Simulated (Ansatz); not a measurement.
**HfOs (Pm-3m): relaxation followed by a look at the electronic structure in Python**

Aim: a relaxation followed by a look at the electronic structure, for HfOs (Pm-3m), run from a script.

All numbers are computed with Ansatz 0.2.0, driven from Python. The levels of theory stand in the script.

## Step 1: Starting point

Symmetry: Pm-3m, No. 221, cubic system. Conventional cell: a = 3.239 Å, b = 3.239 Å, c = 3.239 Å, α = 90.00°, β = 90.00°, γ = 90.00°. Hf (site symmetry m-3m) has 8 Os at 2.81 Å as nearest neighbours. Os (site symmetry m-3m) is surrounded by 8 Hf at 2.81 Å.

The script holds or builds the structure itself.

## Step 2: Script

File pipeline_hfos.py:

```python
# -*- coding: utf-8 -*-
"""Relax HfOs, then bands and states at the relaxed cell."""

import ansatz
import numpy as np


def count_gap(report):
    # lowest empty less highest filled band, counting bands; zero where they overlap
    return max(report.get("gap_by_band_count_ev") or 0.0, 0.0)


def configured(crystal, spacing):
    return (
        crystal.calculation()
        .functional("lda")
        .occupations(ansatz.OccupationsMethod.FERMI_DIRAC)
        .kpoints(spacing=spacing)  # sampling of the Brillouin zone
    )

crystal = (
    ansatz.Lattice.of((3.239, 0.0, 0.0), (0.0, 3.239, 0.0), (0.0, 0.0, 3.239))
    .atom("Hf", (0.0, 0.0, 0.0))
    .atom("Os", (0.5, 0.5, 0.5))
)

relaxed = configured(crystal, 0.3).relax(cell=True, force_tolerance=0.01, max_steps=40).checkpoint(write="relax.run", compress=False).run(threads=1)
cell = np.asarray(relaxed.lattice.cell_ang)
print("relaxed edges (A):", np.linalg.norm(cell, axis=1).round(4), " volume:", round(abs(np.linalg.det(cell)), 3), "A^3")
for site in relaxed.lattice.sites:
    print(" ", site.symbol, np.round(site.position_frac, 4) + 0.0)

final = ansatz.Crystal.from_checkpoint("relax.run")
out = configured(final, 0.22).functional("r2scan").stress().band_table().density_of_states(energy_step=0.05).run(threads=1)
report = out.report
dos = out.density_of_states()
print(f"pressure at the relaxed cell {np.trace(report['stress_gpa']) / 3:.3f} GPa, gap by band count {count_gap(report):.3f} eV")
if count_gap(report) == 0:
    print("states/eV at the Fermi level:", round(float(np.interp(dos.fermi_ev, dos.energies_ev, dos.spin_summed_g_bin_mean_per_ev)), 3))
```

## Step 3: What the engine is handed

The package turns the script's settings into the engine's input (first run):

```yaml
crystal:
  lattice:
    - [3.239, 0.0, 0.0]
    - [0.0, 3.239, 0.0]
    - [0.0, 0.0, 3.239]
  atoms:
    - { symbol: Hf, position: [0.0, 0.0, 0.0] }
    - { symbol: Os, position: [0.5, 0.5, 0.5] }
kpoints:
  mp_grid:
    kspacing: 0.3
hamiltonian:
  xc: lda
scf:
  occupations:
    method: fermi_dirac
relax:
  f_tol: 0.01
  max_steps: 40
  cell: {}
checkpoint:
  write: relax.run
  compress: false
```

## Step 4: Running it

On the command line:

```
$ python pipeline_hfos.py
```

Q: Predict the main results. Wanted: moves of the relaxation of run 1; energy gained in run 1; last largest force component of run 1; relaxed conventional cell of run 1; space group at the end of run 1.

As calculated:

```
                                                  quantity                                                                      value
                                             runs compared                                                                          2
                          moves of the relaxation of run 1                                                                          3
energy gained in run 1 (ahead of the last change of basis)                                                              15.1 meV/atom
                     last largest force component of run 1                                                                0.0000 eV/Å
                        relaxed conventional cell of run 1  a = 3.202 Å, b = 3.202 Å, c = 3.202 Å, α = 90.00°, β = 90.00°, γ = 90.00°
                           space group at the end of run 1                                                                      Pm-3m
```

In run 1, over 3 moves the cell shrank by 3.4 % in volume, and the space group stayed Pm-3m. The mesh is modest for a metal, so energies can be off by several to tens of meV an atom and pressures by half a GPa or more; differences at equal mesh fare better. Only differences from the Fermi energy are physical; the zero of the scale is a convention. Where the second run takes another functional or mesh than the relaxation, its pressure isn't zero; pressure is positive in compression. The computed bands are complete only to about 3.9 eV above the Fermi level; beyond that the density of states is undercounted. Spin-orbit coupling is left out, though heavy elements are present.
